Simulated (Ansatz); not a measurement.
**Co: relativistic levels of theory**

Aim: hold the cell of Co and change the physics step by step: no relativity; spin-orbit coupling on.

Method: DFT, at the level named in each step, in Ansatz 0.2.0.

**1. The structure to begin with**

It takes space group P6_3/mmc (No. 194, hexagonal). Conventional cell: a = 2.519 Å, b = 2.519 Å, c = 4.091 Å, α = 90.00°, β = 90.00°, γ = 120.00°. Co (site symmetry -6m2) is surrounded by 12 Co at 2.51 to 2.52 Å.

As a file:

```
CELL_PARAMETERS angstrom
2.51900 0.00000 0.00000
-1.25950 2.18152 0.00000
0.00000 0.00000 4.09100
ATOMIC_POSITIONS crystal
Co 0.33333 0.66667 0.25000
Co 0.66667 0.33333 0.75000
```

The cell comes from a crystallographic database entry that wasn't checked; take it as a given geometry, which may be far from equilibrium.

Atoms are numbered in the order of the input: Co1, Co2.

**2. No relativity, LAPW**

input.yaml

```yaml
crystal:
  lattice:
    - [2.5190008694, 0.0, 0.0]
    - [-1.2595004347, 2.1815187451, 0.0]
    - [0.0, 0.0, 4.091]
  atoms:
    - { symbol: Co, position: [0.3333333333, 0.6666666667, 0.25], spin: 2.0 }
    - { symbol: Co, position: [0.6666666667, 0.3333333333, 0.75], spin: 2.0 }
magnetization:
  spin_polarized: true
kpoints:
  mp_grid: { grid: [19, 19, 10] }
  band_path:
    path:
      - [0.0, 0.0, 0.0]
      - [0.5, 0.0, 0.0]
      - [0.3333333333, 0.3333333333, 0.0]
      - [0.0, 0.0, 0.0]
      - [0.0, 0.0, 0.5]
      - [0.5, 0.0, 0.5]
      - [0.3333333333, 0.3333333333, 0.5]
      - [0.0, 0.0, 0.5]
      - [0.5, 0.0, 0.5]
    npoints: 5
scf:
  occupations: { method: fermi_dirac, width: 0.08 }
hamiltonian:
  xc: pbe
  pseudopotentials:
    kind: all_electron
    lapw: { basis_error: 0.001 }
    relativity: none
output:
  forces: true
  stress: true
  eigenvalues: true
```

**3. Spin-orbit coupling on, LAPW**

input.yaml, as its differences from that of step 2:

```diff
@@ -9,3 +9,4 @@
 magnetization:
-  spin_polarized: true
+  noncollinear: true
+  spin_orbit: true
 kpoints:
@@ -28,6 +29,3 @@
   xc: pbe
-  pseudopotentials:
-    kind: all_electron
-    lapw: { basis_error: 0.001 }
-    relativity: none
+  pseudopotentials: { kind: all_electron, lapw: { basis_error: 0.001 } }
 output:
```

**4. Spin-orbit coupling on, PAW**

input.yaml, as its differences from that of step 3:

```diff
@@ -29,3 +29,3 @@
   xc: pbe
-  pseudopotentials: { kind: all_electron, lapw: { basis_error: 0.001 } }
+  pseudopotentials: { kind: paw_fr }
 output:
@@ -34 +34,2 @@
   eigenvalues: true
+  efg: { contact_densities: true }
```

(Steps that only read results are left out.)

What does the calculation give? Wanted: pressure, no relativity, LAPW; pressure, spin-orbit coupling on, LAPW.

As calculated:

```
                              quantity      value
         pressure, no relativity, LAPW  -3.08 GPa
pressure, spin-orbit coupling on, LAPW  -6.63 GPa
```

With spin-orbit coupling, PAW lies +0.08 GPa from LAPW in pressure. Other magnetic orders may lie lower; this is the state that the run reached.
